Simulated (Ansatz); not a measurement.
**C2H4AlFO (SMILES C=C[O][AlH][F]) at BHLYP/def2-SVP**

What is the vertical ionisation energy of C2H4AlFO at BHLYP/def2-SVP? 

The calculation is run with Ansatz 0.2.0.

127 further runs of the same task are left out: 127 set aside as unsound or not needed.

## 1. Starting point

C2H4AlFO: 9 atoms, total charge 0, spin state singlet. SMILES: `C=C[O][AlH][F]`. The coordinates come from a PBE0-D4/def2-TZVP relaxation. This is one conformer, not always the lowest.

Bond lengths: C1–C2 1.325 Å, C2–O3 1.346 Å, O3–Al4 1.684 Å, Al4–F5 1.640 Å, C1–H6 1.083 Å, C1–H7 1.081 Å, C2–H8 1.090 Å, Al4–H9 1.565 Å. Angles: C1–C2–O3 123.2°, C2–O3–Al4 137.8°, O3–Al4–F5 116.4°, C1–C2–H8 121.1°, O3–C2–H8 115.7°, C2–C1–H6 121.4°, C2–C1–H7 119.7°, O3–Al4–H9 123.2°, F5–Al4–H9 120.5°, H6–C1–H7 119.0°.

## 2. A single-point energy at BHLYP/def2-SVP

run.yaml

```yaml
crystal:
  periodic: [false, false, false]
  atoms:
    - {symbol: C, position_ang: [-1.562000, -0.360100, 1.103900]}
    - {symbol: C, position_ang: [-0.728000, -0.312900, 0.075500]}
    - {symbol: O, position_ang: [0.490300, 0.256500, 0.139600]}
    - {symbol: Al, position_ang: [1.800800, 0.519300, -0.884800]}
    - {symbol: F, position_ang: [3.087600, 1.301600, -0.235000]}
    - {symbol: H, position_ang: [-1.297700, 0.065300, 2.064100]}
    - {symbol: H, position_ang: [-2.527700, -0.832200, 0.988500]}
    - {symbol: H, position_ang: [-0.999000, -0.743100, -0.888800]}
    - {symbol: H, position_ang: [1.824300, 0.059200, -2.380300]}
basis:
  gaussian:
    orbitals: def2-SVP
hamiltonian:
  xc: {name: BHLYP}
accuracy: high
output:
  orbitals: {seedname: orbitals}
```

Started as:

```
ansatz run run.yaml --threads 1 --pin off --max-ram 3480MiB --events-out events.jsonl --progress --plain --runs-dir runs
```

Output:

```text
Warning: RAYON_NUM_THREADS=1 ignored (pool sized by the plan → 1); use --threads N
Functional definition: BHLYP
  name "BHLYP"
  parameter a = 0.5
  exchange = (1 - a)*b88_x + a*exact_x
  correlation = lyp_c
2095 factors; integrals over basis functions are off by at most 5.5e-9 eV
mean field evaluation 1: about -13485.8030 eV, gradient 5.4e1 eV
mean field evaluation 2: about -13485.3048 eV, gradient 5.9e1 eV
mean field evaluation 4: about -13491.3397 eV, gradient 2.0e0 eV
mean field evaluation 8: about -13491.7753 eV, gradient 3.5e-1 eV
mean field evaluation 16: about -13491.7756 eV, gradient 1.9e-5 eV
mean field -13491.77558297 eV, -495.8136076202 hartree, gradient 3.3e-8 eV, S^2 0.000000; 0 other end points of the search recorded, 0 dependent functions left out
reference -13491.77561295 eV, -495.8136087219 hartree; 23, 23 occupied and 71, 71 virtual orbitals, 2095 factors
Total energy: -13491.77561295 eV, -495.8136087219 hartree
```

Run time: 9.9 s. Hardware: 1 thread of Arm Neoverse V1, shared host; peak memory 0.32 GiB.

## 3. The doublet cation, same level

run.yaml, as its differences from that of step 2:

```diff
@@ -13,8 +13,7 @@
 basis:
-  gaussian:
-    orbitals: def2-SVP
-hamiltonian:
-  xc: {name: BHLYP}
+  gaussian: {orbitals: def2-SVP}
+total_charge: 1
+magnetization: {spin_polarized: true, initial_magnetization: 1}
+hamiltonian: {xc: {name: BHLYP}}
 accuracy: high
-output:
-  orbitals: {seedname: orbitals}
+output: {orbitals: {seedname: orbitals}}
```

Started as:

```
ansatz run run.yaml --threads 1 --pin off --max-ram 3480MiB --events-out events.jsonl --progress --plain --runs-dir runs
```

Output:

```text
Warning: RAYON_NUM_THREADS=1 ignored (pool sized by the plan → 1); use --threads N
Functional definition: BHLYP
  name "BHLYP"
  parameter a = 0.5
  exchange = (1 - a)*b88_x + a*exact_x
  correlation = lyp_c
2094 factors; integrals over basis functions are off by at most 5.5e-9 eV
mean field evaluation 1: about -13464.4938 eV, gradient 5.9e1 eV
mean field evaluation 2: about -13439.5877 eV, gradient 9.8e1 eV
mean field evaluation 4: about -13482.2320 eV, gradient 9.5e0 eV
mean field evaluation 8: about -13482.6765 eV, gradient 3.7e-1 eV
mean field evaluation 16: about -13482.6790 eV, gradient 1.7e-3 eV
mean field -13482.67904845 eV, -495.4793161425 hartree, gradient 9.0e-8 eV, S^2 0.759107; 0 other end points of the search recorded, 0 dependent functions left out
reference -13482.67907806 eV, -495.4793172307 hartree; 23, 22 occupied and 71, 72 virtual orbitals, 2094 factors
Total energy: -13482.67907806 eV, -495.4793172307 hartree
```

Wall time 16 s (1 thread of Arm Neoverse V1, shared host); peak memory 0.46 GiB.

## 4. What came out

Level: BHLYP/def2-SVP.

```
                                          quantity          value
                    singlet C2H4AlFO: total energy  -495.81361 Eh
                     singlet C2H4AlFO: HOMO energy       -7.90 eV
                     singlet C2H4AlFO: LUMO energy        0.16 eV
                   singlet C2H4AlFO: HOMO–LUMO gap        8.06 eV
                      doublet cation: total energy  -495.47932 Eh
doublet cation: HOMO energy (highest over α and β)      -15.52 eV
 doublet cation: LUMO energy (lowest over α and β)      -10.35 eV
                              doublet cation: ⟨S²⟩          0.759
vertical ionisation energy (to the doublet cation)       9.097 eV
```

In words: Removing an electron at fixed nuclei costs 9.10 eV (878 kJ/mol). −ε(HOMO) before ionisation, 7.90 eV, is 1.20 eV below this ionisation energy.
